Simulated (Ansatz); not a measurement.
# Co, space group P6_3/mmc: a convergence test of the plane-wave cutoff

Program: Ansatz 0.2.0, Python API.

Notebook, run cell by cell (the value of a cell's last expression is shown):

In [1]:
```python
import ansatz
import numpy as np
```

In [2]:
```python
vectors = np.array([
    [2.5074, 0.0, 0.0],
    [-1.2537, 2.1714721, 0.0],
    [0.0, 0.0, 4.0699],
])
crystal = (
    ansatz.Lattice.of(vectors)
    .atom("Co", [1 / 3, 2 / 3, 0.25], moment=1.8)
    .atom("Co", [2 / 3, 1 / 3, 0.75], moment=-1.8)
)

crystal.resolved().tree()["lattice"]
```
Out [2]:
```text
((2.5074, 0.0, 0.0), (-1.2537, 2.1714721, 0.0), (0.0, 0.0, 4.0699))
```

In [3]:
```python
setup = (
    crystal.calculation()
    .occupations(ansatz.OccupationsMethod.FERMI_DIRAC, width=0.1)
    .kpoints(density=4.5)
    .functional(ansatz.Functional.PBE)
    .spin("collinear")
)
```

In [4]:
```python
rows = []
for value in [250, 350, 450, 550, 650, 750]:
    r = setup.basis(value).run(threads=1, pin="off").report
    rows.append((value, r["free_energy_ev"] / len(r["lattice"]["sites"]), r["n_iterations"], r["magnetization_mub"], r["n_pw"]))
```
```text
DeckWarning: basis.ecutwfc = 250 eV is below the records' recommended 420 eV, and the density's cutoff is lower with it unless basis.ecutrho_ratio is high enough to keep the records' density cutoff: compare with a run at a higher cutoff
RunWarning: the starting moments were not kept: 1 of 2 ended reversed and 1 kept their direction, counting a site from 0.1 μB. The largest reversed, site 1 (counted from 0, in the order of the report's site_moments_mub), started with -1.8 μB and closes at +1.7e0 μB in its sphere. The starting moments cancel, and the [...]
DeckWarning: basis.ecutwfc = 350 eV is below the records' recommended 420 eV, and the density's cutoff is lower with it unless basis.ecutrho_ratio is high enough to keep the records' density cutoff: compare with a run at a higher cutoff
```

In [5]:
```python
print(" cutoff (eV)   F/atom (eV)    iterations  moment (muB)   plane waves")
for row in rows:
    print(f"{str(row[0]):>12s}  {row[1]:12.5f}  {row[2]:12d}  {row[3]:12.3f}  {row[4]:12d}")
```
```text
 cutoff (eV)   F/atom (eV)    iterations  moment (muB)   plane waves
         250   -5121.89353            31         3.238           197
         350   -5126.11718            20        -3.251           313
         450   -5126.16407            18        -3.256           465
         550   -5126.16648            18        -3.257           639
         650   -5126.16698            18        -3.257           833
         750   -5126.16726            18        -3.257          1039
```

In [6]:
```python
# the last row is the reference
for row in rows[:-1]:
    shift = 1000 * (row[1] - rows[-1][1])
    print(f"{row[0]}: {shift:+.2f} meV/atom" + ("  (within 5 meV)" if abs(shift) < 5 else ""))
```
```text
250: +4273.73 meV/atom
350: +50.08 meV/atom
450: +3.19 meV/atom  (within 5 meV)
550: +0.78 meV/atom  (within 5 meV)
650: +0.28 meV/atom  (within 5 meV)
```

From 450 eV on it stays within 5 meV an atom of the value at 750 eV; the first row (250 eV) is off by 4273.7 meV and the last but one by 0.28 meV. The energy falls steadily, as expected when plane waves are added. The last run costs about 2.0 times the first.

The SCF didn't keep the moments it started from (some shrank, vanished or turned); what is printed is the state reached. The mesh is modest for a metal, so energies can be off by several to tens of meV an atom and pressures by half a GPa or more; differences at equal mesh fare better. The overall sign of a collinear moment is arbitrary, and semilocal functionals can give small moments to compounds that are paramagnetic. Warnings are shown shortened and without file and line. Shifts are counted from the last row, which is itself no proven limit. Run time: 2.9 min on 1 thread of Arm Neoverse V2, on a shared host, peak memory 0.59 GiB.
